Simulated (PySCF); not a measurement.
**Cl₂H₂MgO, a complex of two parts: interaction energy**

An exercise on one series of results from a longer session: the logs are not shown, and one member is left open.

Computed with PySCF 2.14.0; each step states its level. No surroundings beyond the atoms listed, unless a continuum is named. Atoms count from 0, parts from 1.

## Starting point

6 atoms, charge 0, multiplicity 1; geometry: GFN2-xTB. Parts: 1 = atoms 0–2, `[Cl][Mg][Cl]`, charge 0; 2 = atoms 3–5, `O`, charge 0.

Set-up of the first run:

What the job is given:

```
{"job": {"xc": "PBE0", "basis": "def2-SVPD", "d3": "d3bj", "grid": 2, "kind": "geom", "shake": 0.01}, "charge": 0, "multiplicity": 1, "parts": [{"atoms": "0-2", "charge": 0, "multiplicity": 1}, {"atoms": "3-5", "charge": 0, "multiplicity": 1}]}
Cl     1.720773    -1.313920    -0.019997
Mg     0.225913     0.286752    -0.044931
Cl    -1.858803     0.596468    -0.585230
O      0.170740     0.831317     2.030556
H     -0.688172     1.133925     2.418400
H      0.649679     0.374013     2.703696
```

On the command line:

```console
$ OMP_NUM_THREADS=1 python cluster_run.py task.json out
```

This one command runs all jobs of the session in turn.

Steps of the session up to this table: Optimising the geometry at PBE0-D3(BJ)/def2-SVPD; Coupled-cluster interaction energy: CCSD(T) and MP2.

One of the session's tables, all rows but one given; the rest of the session is left out.

It belongs to the step «Coupled-cluster interaction energy: CCSD(T) and MP2». 

```
                 method  interaction energy (kcal/mol)
         HF/aug-cc-pVDZ                         -27.01
        MP2/aug-cc-pVDZ                              ?
       CCSD/aug-cc-pVDZ                         -25.65
    CCSD(T)/aug-cc-pVDZ                         -25.43
         HF/aug-cc-pVTZ                         -27.47
        MP2/aug-cc-pVTZ                         -27.04
    SCS-MP2/aug-cc-pVTZ                         -26.41
      MP2, extrapolated                         -27.42
CCSD(T), limit estimate                         -27.15
```

**Question.** Estimate the row for MP2/aug-cc-pVDZ.

The run gave: interaction energy (kcal/mol): -25.69. In the column «interaction energy (kcal/mol)» it lies between SCS-MP2/aug-cc-pVTZ (-26.41) and CCSD/aug-cc-pVDZ (-25.65).

In this run the core of Mg (2s2p) is correlated, in a basis without core functions; only the other cores are frozen.

To keep in mind: The interaction energy leaves out the deformation of the parts, 3.30 kcal/mol (MP2); added to the CCSD(T) estimate it gives a binding of about -23.85 kcal/mol.
